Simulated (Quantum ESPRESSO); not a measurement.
Runs of Quantum ESPRESSO 7.5 on Bi. The cell holds a sheet with vacuum, 1 atom: a = 3.129 Å, b = 3.129 Å, c = 23.800 Å, α = 90.00°, β = 90.00°, γ = 90.00°. The cell was built by a generator and needn't be a form met in nature.

```tsv
level	form of the LDA correlation	gap on the mesh (eV)	work function (eV)
RPBE	-	none	4.48
BLYP	-	none	4.34
revPBE	-	none	4.50
PW91	-	none	4.66
AM05	-	none	(a)
LDA	PZ81	none	4.90
PBEsol	-	none	(b)
```

Alike in all rows: task work function; potentials or basis SG15 PBE 1.2; no spin polarisation; cell as given; k mesh 9 × 9 × 1; cutoff (eV) 898; smearing fermi-dirac 0.05 eV.

Q: Estimate the missing entries.

A: (a) 4.59; (b) 4.70.

Caveats: spin-orbit coupling is left out, which moves the levels of the heavy elements.

A k mesh can miss the band edges, and the runs leave out spin-orbit coupling on Bi.

A gap of «none» marks a metal or a gap under the smearing width.

Runs at the PBE level aren't shown here.
